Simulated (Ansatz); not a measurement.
# Al3GaO6: the cost of one run

Computed with Ansatz 0.2.0 (DFT PBE, scalar-relativistic, plane waves, PAW, unless a step's input says otherwise).

1 further run of the same task is left out (set aside as unsound or not needed).

## Step 1: The starting structure

Symmetry: Pm, No. 6, monoclinic system. The conventional cell has a = 5.265 Å, b = 2.884 Å, c = 8.707 Å, α = 90.00°, β = 92.81°, γ = 90.00°. Al (site symmetry m) has 4 O at 1.74 to 1.79 Å as nearest neighbours. Al (site symmetry m) has 4 O at 1.76 to 1.81 Å as nearest neighbours. Al (site symmetry m) is surrounded by 5 O at 1.80 to 1.91 Å. Ga (site symmetry m) has 5 O at 1.91 to 1.99 Å as nearest neighbours. O (site symmetry m) has 3 Al at 1.79 to 1.81 Å as nearest neighbours. O (site symmetry m) is surrounded by 3 Al at 1.74 to 1.91 Å. Around O (site symmetry m) lie 2 Al at 1.76 Å and 1 Ga at 1.99 Å. Around O (site symmetry m) lie 1 Al at 1.76 Å and 2 Ga at 1.98 Å. Only part of the 10 independent sites is listed.

Structure file:

```
CELL_PARAMETERS angstrom
5.26458 0.00000 0.00264
0.00000 2.88447 0.00000
-0.43130 0.00000 8.69671
ATOMIC_POSITIONS crystal
Al 0.69459 0.00000 0.71149
Al 0.63229 0.50000 0.38154
Al 0.21085 0.50000 0.86711
Ga 0.12827 0.00000 0.20768
O 0.67610 0.50000 0.58877
O 0.43510 0.00000 0.82767
O 0.45326 0.00000 0.33366
O 0.93634 0.50000 0.30563
O 0.20480 0.50000 0.07329
O 0.98509 0.00000 0.81485
```

The cell was relaxed beforehand at this level, from a generated guess; it needn't be the stable form of this composition. At a tolerance of 0.02 Å it has space group Pm (No. 6); it has 13.21 Å³/atom, an uncorrected energy of -2.64 eV/atom over the elements and, on its mesh, gap 3.15 eV.

## Step 2: Elastic constants, atoms relaxed

The input, input.yaml:

```yaml
crystal:
  lattice:
    - [5.2662461846, 0.0, 0.0036039952]
    - [0.0, 2.8841336765, 0.0]
    - [-0.4298465951, 0.0, 8.6990053208]
  atoms:
    - { symbol: Al, position: [0.6934018415, 0.0, 0.7114626245] }
    - { symbol: Al, position: [0.6338558588, 0.5, 0.3815010406] }
    - { symbol: Al, position: [0.2090047378, 0.5, 0.867063953] }
    - { symbol: Ga, position: [0.1298030032, 0.0, 0.2078072666] }
    - { symbol: O, position: [0.6765169861, 0.5, 0.5887301794] }
    - { symbol: O, position: [0.4324083005, 0.0, 0.8263933593] }
    - { symbol: O, position: [0.4551106006, 0.0, 0.3333357223] }
    - { symbol: O, position: [0.9382287663, 0.5, 0.3060434094] }
    - { symbol: O, position: [0.2057509602, 0.5, 0.0733167314] }
    - { symbol: O, position: [0.9826189351, 0.0, 0.8160456636] }
basis:
  ecutwfc: 420
kpoints:
  mp_grid: { grid: [4, 8, 4] }
hamiltonian:
  xc: pbe
scf:
  occupations: { method: fixed }
output:
  forces: true
  stress: true
  eigenvalues: true
  polarization: {}
elastic:
  mode: relaxed_ion
  stencil: two_point
```

On the command line:

```console
$ ansatz run input.yaml --threads 1 --pin off --max-ram 2560MiB --backend cpu --events-out ev --progress --plain --runs-dir out
```

Q: Estimate wall time and peak memory on 1 thread of AMD EPYC 9R45 (Zen 5), shared host.

About 18 min, with a peak of 0.66 GiB.
